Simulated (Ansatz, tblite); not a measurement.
# The cluster Cs3F2: rung by rung

One table from this session's results is given with a row withheld; the runs are named, their logs left out.

Computed with Ansatz 0.2.0, Gaussian basis. Level: as each input shows.

The runs, in order: GFN1-xTB, GFN2-xTB, PBE-D4/def2-TZVP, r2SCAN-D4/def2-TZVP, HSE06-D4/def2-TZVP, r2SCANh-D4/def2-TZVP, ωB97M-V/def2-TZVP, B3LYP-D4/def2-TZVP, CAM-B3LYP-D4/def2-TZVP, PBE-D4/def2-SVP, PBE0-D4/def2-SVP, PBE0-D4/def2-TZVPD, PBE-D4/def2-TZVPD, r2SCAN-D4/def2-TZVPD, CCSD(T)/def2-SVP, MP2/def2-TZVP, RPA/def2-TZVP.

1 further run of the same task is left out (set aside as unsound or not needed). Runs told in other sessions of the task aren't counted.

## The geometry

The doublet was relaxed beforehand with PBE-D4/def2-TZVP. At that level it is the lowest of the isomers that a small search found.

5 atoms, charge 0, spin multiplicity 2.

Bond lengths: Cs1–F4 2.610 Å, Cs1–F5 2.756 Å, Cs2–F4 2.609 Å, Cs2–F5 2.758 Å, Cs3–F5 2.659 Å. Angles: F4–Cs1–F5 77.7°, F4–Cs2–F5 77.7°, Cs1–F4–Cs2 106.2°, Cs1–F5–Cs2 98.4°, Cs1–F5–Cs3 130.3°, Cs2–F5–Cs3 131.3°.

Cs takes a core potential in the def2 sets. No spin-orbit coupling is included.

PBE0-D4/def2-TZVP was run before; its log isn't repeated, and its numbers join the tables.

The first run:

Tight binding, by tblite at 300 K electronic temperature and without a spin-polarisation term:

```python
tblite.interface.Calculator('GFN1-xTB', numbers, positions, charge=0, uhf=1).singlepoint()
```

Tight binding, by tblite at 300 K electronic temperature and without a spin-polarisation term:

```python
tblite.interface.Calculator('GFN2-xTB', numbers, positions, charge=0, uhf=1).singlepoint()
```

start.molden holds the orbitals of an earlier run on this state, given as this run's starting guess.

Input file in.yaml:

```yaml
crystal:
  periodic: [false, false, false]
  atoms:
    - {symbol: Cs, position_ang: [-0.810112, -2.098504, -0.394641]}
    - {symbol: Cs, position_ang: [-1.049960, 2.033707, 0.145418]}
    - {symbol: Cs, position_ang: [3.487593, 0.120789, 0.468466]}
    - {symbol: F, position_ang: [-2.484724, -0.098266, -0.306902]}
    - {symbol: F, position_ang: [0.857203, 0.042274, 0.087659]}
basis:
  gaussian: {orbitals: def2-TZVP, initial_orbitals: start.molden}
magnetization: {spin_polarized: true, initial_magnetization: 1}
hamiltonian: {xc: pbe, dispersion: d4}
scf: {omitted_lower_state_checks: [starts]}
output: {forces: true, orbitals: {seedname: orbitals}}
```

On the command line:

```
> ansatz run in.yaml --threads 4 --pin off --events-out ev --progress --plain --max-ram 3916MiB
```

Steps of the session up to this table: PBE-D4/def2-TZVP; r2SCAN-D4/def2-TZVP; HSE06-D4/def2-TZVP; r2SCANh-D4/def2-TZVP; ωB97M-V/def2-TZVP; B3LYP-D4/def2-TZVP; CAM-B3LYP-D4/def2-TZVP; PBE-D4/def2-SVP; PBE0-D4/def2-SVP; PBE0-D4/def2-TZVPD; PBE-D4/def2-TZVPD; r2SCAN-D4/def2-TZVPD; CCSD(T)/def2-SVP; MP2/def2-TZVP; RPA/def2-TZVP.

One table of the session follows, with a row left open; its other results are not shown here.

It belongs to the step «Levels side by side». 

| level | HOMO (eV) | LUMO (eV) | gap (eV) |
| --- | --- | --- | --- |
| PBE-D4/def2-SVP | -1.84 | -1.45 | 0.39 |
| PBE-D4/def2-TZVP | ? | ? | ? |
| PBE-D4/def2-TZVPD | -1.83 | -1.38 | 0.45 |
| r2SCAN-D4/def2-TZVP | -1.79 | -1.16 | 0.63 |
| r2SCAN-D4/def2-TZVPD | -1.79 | -1.15 | 0.64 |
| r2SCANh-D4/def2-TZVP | -1.91 | -1.11 | 0.81 |
| B3LYP-D4/def2-TZVP | -2.05 | -1.21 | 0.84 |
| PBE0-D4/def2-SVP | -2.11 | -0.95 | 1.15 |
| PBE0-D4/def2-TZVP | -2.10 | -0.89 | 1.21 |
| PBE0-D4/def2-TZVPD | -2.11 | -0.89 | 1.22 |
| HSE06-D4/def2-TZVP | -1.83 | -1.17 | 0.66 |
| CAM-B3LYP-D4/def2-TZVP | -2.58 | -0.64 | 1.94 |
| ωB97M-V/def2-TZVP | -2.86 | -0.20 | 2.66 |

Q: Estimate the row for PBE-D4/def2-TZVP from the others.

**Answer.** HOMO (eV): -1.82; LUMO (eV): -1.38; gap (eV): 0.44. In the column «HOMO (eV)» it lies between HSE06-D4/def2-TZVP (-1.83) and r2SCAN-D4/def2-TZVP (-1.79).
